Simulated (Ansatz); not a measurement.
## HfH₃, space group P6_3/mmc: a short molecular-dynamics run, step by step

Program: Ansatz's Python interface.

Input file `hfh3.xyz`:
```text
8
Lattice="4.74926811 0.0 0.0 -2.37463406 4.11298684 0.0 0.0 0.0 3.20327" Properties=species:S:1:pos:R:3 pbc="T T T"
Hf    2.37463408    1.37099560    0.80081750
Hf   -0.00000002    2.74199124    2.40245250
H     1.28955452    0.74452465    2.40245250
H     3.45971359    0.74452465    2.40245250
H     2.37463406    2.62393753    2.40245250
H     1.08507953    3.36846218    0.80081750
H    -1.08507953    3.36846218    0.80081750
H    -0.00000000    1.48904930    0.80081750
```

Run as a notebook:

**Cell 1**
```python
from dataclasses import dataclass
import warnings

import ansatz as az
from ase import Atoms
from ase.neighborlist import neighbor_list
import numpy as np


@dataclass
class Options:
    kgrid: tuple[int, ...] = (2, 2, 3)
    filling: str = "cold"
    smearing_width: float = 0.05
    n_steps: int = 20
    temperature_k: int = 100
```

**Cell 2**
```python
opts = Options()

warnings.simplefilter("ignore", az.DeckWarning)
```

**Cell 3**
```python
structure = az.Crystal.from_extxyz("hfh3.xyz")
```

**Cell 4**
```python
structure.resolved().sites[-1]
```
Output:
```text
Site(symbol='H', position=(0.18101799994275253, 0.36203599912320655, 0.25), moment=None, axis=None, held=None, saved=None)
```

**Cell 5**
```python
# a coarse mesh keeps each step cheap
job = (
    structure.calculation()
    .functional(az.Functional.PBESOL)
    .pseudopotentials("paw")
    .kpoints(*opts.kgrid, center="gamma")  # sampling of the Brillouin zone
    .occupations(opts.filling, width=opts.smearing_width)  # the run then minimises F = E - TS
    .md(az.Ensemble.NVE, timestep=0.5, steps=opts.n_steps, temperature=opts.temperature_k, initial_velocities="maxwell_boltzmann", seed=774)
)
steps = []


def collect(event):
    if event["event"] == "md_step":
        steps.append(event["data"])
```

**Cell 6**
```python
outcome = job.session().plan().execute(on_event=collect)
data = outcome.report
```

**Cell 7**
```python
data["n_electrons"]
```
Output:
```text
58.0
```

**Cell 8**
```python
outcome.unlabelled_reasons
```

**Cell 9**
```python
data["kpoints_frac"][:4]
```
Output:
```text
[[0.0, 0.0, 0.0], [0.0, 0.0, 0.3333333333333333], [0.0, -0.5, 0.0], [0.0, -0.5, 0.3333333333333333]]
```

**Cell 10**
```python
print(" step   t (fs)     E_pot (eV)   E_kin (eV)    T (K)")
for s in steps[::1]:
    print(f"{s['step']:5d} {s['time_fs']:8.1f} {s['lagrangian_ev']:14.4f} {s['e_kin_ev']:12.4f} {s['temperature_k']:8.1f}")

temperature = np.array([s["temperature_k"] for s in steps])
print(f"mean temperature of the second half {temperature[len(steps) // 2 :].mean():.1f} K")

symbols = [site.symbol for site in outcome.lattice.sites]
pairs = np.concatenate([neighbor_list("d", Atoms(symbols, positions=s["positions_ang"], cell=outcome.lattice.cell_ang, pbc=True), 4.5) for s in steps[len(steps) // 2 :]])
counts, edges = np.histogram(pairs, bins=np.arange(0.5, 4.51, 0.25))
for low, count in zip(edges, counts / (len(symbols) * len(steps[len(steps) // 2 :]))):
    print(f"{low:4.2f}-{low + 0.25:4.2f} A  {count:6.2f} neighbours an atom")
```
Output:
```text
 step   t (fs)     E_pot (eV)   E_kin (eV)    T (K)
    0      0.0    -31292.3048       0.0905    100.0
    1      0.5    -31292.3037       0.0893     98.7
    2      1.0    -31292.3005       0.0861     95.2
    3      1.5    -31292.2954       0.0811     89.6
    4      2.0    -31292.2888       0.0745     82.3
    5      2.5    -31292.2810       0.0667     73.7
    6      3.0    -31292.2724       0.0581     64.2
    7      3.5    -31292.2635       0.0492     54.4
    8      4.0    -31292.2548       0.0406     44.8
    9      4.5    -31292.2467       0.0326     36.0
   10      5.0    -31292.2398       0.0257     28.4
   11      5.5    -31292.2343       0.0202     22.3
   12      6.0    -31292.2306       0.0165     18.2
   13      6.5    -31292.2287       0.0146     16.2
   14      7.0    -31292.2288       0.0147     16.2
   15      7.5    -31292.2308       0.0166     18.4
   16      8.0    -31292.2344       0.0203     22.4
   17      8.5    -31292.2396       0.0254     28.1
   18      9.0    -31292.2459       0.0317     35.0
   19      9.5    -31292.2529       0.0387     42.8
   20     10.0    -31292.2604       0.0462     51.1
mean temperature of the second half 27.2 K
0.50-0.75 A    0.00 neighbours an atom
0.75-1.00 A    0.00 neighbours an atom
1.00-1.25 A    0.00 neighbours an atom
1.25-1.50 A    0.00 neighbours an atom
1.50-1.75 A    0.00 neighbours an atom
1.75-2.00 A    0.70 neighbours an atom
2.00-2.25 A    6.05 neighbours an atom
2.25-2.50 A    4.00 neighbours an atom
2.50-2.75 A    1.25 neighbours an atom
2.75-3.00 A    0.18 neighbours an atom
3.00-3.25 A    6.32 neighbours an atom
3.25-3.50 A    1.50 neighbours an atom
3.50-3.75 A    0.14 neighbours an atom
3.75-4.00 A   13.66 neighbours an atom
4.00-4.25 A   16.16 neighbours an atom
4.25-4.50 A    0.05 neighbours an atom
```

**Cell 11**
```python
print("last positions (A) and velocities (A/fs)")
for site, xyz, vel in zip(outcome.lattice.sites, steps[-1]["positions_ang"], steps[-1]["velocities_ang_fs"]):
    print(f"{site.symbol:2s}", " ".join(f"{v:8.4f}" for v in xyz), " ", " ".join(f"{v:9.5f}" for v in vel))
```
Output:
```text
last positions (A) and velocities (A/fs)
Hf   2.3756   1.3659   0.7983     0.00010  -0.00042  -0.00031
Hf  -0.0007   2.7464   2.4055    -0.00006   0.00043   0.00026
H    1.2768   0.7685   2.3728    -0.00652   0.00164   0.00052
H    3.4797   0.7313   2.3461     0.00186  -0.00014   0.01203
H    2.3273   2.7223   2.4290    -0.00035  -0.00665  -0.00458
H    1.0986   3.3446   0.8420     0.00672   0.00160  -0.01371
H   -1.0758   3.4120   0.7504    -0.00425   0.00829   0.01216
H   -0.0388   1.4817   0.7696    -0.00501  -0.00522   0.00258
```

Total energies depend on the potentials; only differences at equal settings carry meaning. A total without «per atom» is that of the whole cell that was run. For a metal this mesh is far too coarse, so the numbers only illustrate the procedure. Spin-orbit coupling, which matters for elements this heavy, is left out. The structure comes from a database of computed cells and needn't be a stable or known phase. A small cell, a coarse mesh and a very short run: it shows the set-up and gives no equilibrium averages. Timing: 23 s on 1 thread of Arm Neoverse V2, with other jobs on the host, peak memory 0.41 GiB.
